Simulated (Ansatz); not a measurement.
# Ge₂H₅O radical: basis-set convergence

The task here is to estimate one member of a computed series from the others.

Computed with Ansatz 0.2.0, Gaussian basis. Level: one geometry, several basis sets.

Plan: PBE0-D4/def2-SVP; ωB97M-V/def2-SVP; PBE0-D4/def2-QZVPP; ωB97M-V/def2-QZVPP; the functionals' def2-TZVPP values are taken from earlier runs.

### The relaxed structure

The geometry comes from an earlier relaxation with PBE0-D4 in a triple-zeta def2 set; it is a stationary point, not always the lowest conformer.

SMILES `[OH][GeH][GeH3]`, 8 atoms, charge 0, spin multiplicity 2.

Atoms are counted from 1 here; the program's logs count them from 0.

Bond lengths: O1–Ge2 1.793 Å, O1–H4 0.960 Å, Ge2–Ge3 2.440 Å, Ge2–H5 1.562 Å, Ge3–H6 1.537 Å, Ge3–H7 1.539 Å, Ge3–H8 1.535 Å. Angles: Ge2–O1–H4 112.5°, O1–Ge2–Ge3 105.0°, O1–Ge2–H5 106.9°, Ge3–Ge2–H5 113.9°, Ge2–Ge3–H6 108.4°, Ge2–Ge3–H7 111.8°, Ge2–Ge3–H8 108.9°, H6–Ge3–H7 109.3°, H6–Ge3–H8 109.1°, H7–Ge3–H8 109.4°.

Set-up of the first run:

in.yaml

```yaml
crystal:
  periodic: [false, false, false]
  atoms:
    - {symbol: O, position_ang: [-1.182665, 0.266004, -1.703914]}
    - {symbol: Ge, position_ang: [-0.039226, 1.041476, -0.560646]}
    - {symbol: Ge, position_ang: [0.238788, -0.575115, 1.245205]}
    - {symbol: H, position_ang: [-1.080377, 0.589766, -2.602327]}
    - {symbol: H, position_ang: [1.272589, 1.331430, -1.357709]}
    - {symbol: H, position_ang: [1.212873, 0.014958, 2.277921]}
    - {symbol: H, position_ang: [0.792385, -1.915992, 0.730667]}
    - {symbol: H, position_ang: [-1.122167, -0.809628, 1.914903]}
basis:
  gaussian: {orbitals: def2-SVP}
magnetization: {spin_polarized: true, initial_magnetization: 1}
hamiltonian: {xc: pbe0, dispersion: d4}
output: {orbitals: {seedname: orbitals}}
```

Steps of the session up to this table: PBE0-D4 in def2-SVP; ωB97M-V in def2-SVP; PBE0-D4 in def2-QZVPP; ωB97M-V in def2-QZVPP.

One of the session's tables, all rows but one given; the rest of the session is left out.

It belongs to the step «Density functionals: the series». 

| functional | basis | HOMO (eV) | LUMO (eV) |
| --- | --- | --- | --- |
| PBE0-D4 | def2-SVP | -5.72 | -2.66 |
| PBE0-D4 | def2-TZVPP | -5.84 | -2.73 |
| PBE0-D4 | def2-QZVPP | ? | ? |
| ωB97M-V | def2-SVP | -7.62 | -0.81 |
| ωB97M-V | def2-TZVPP | -7.75 | -0.95 |
| ωB97M-V | def2-QZVPP | -7.79 | -1.05 |

Estimate the missing values for PBE0-D4, def2-QZVPP.

**Answer.** HOMO (eV): -5.87; LUMO (eV): -2.78. In the column «HOMO (eV)» it lies between ωB97M-V, def2-SVP (-7.62) and PBE0-D4, def2-TZVPP (-5.84).
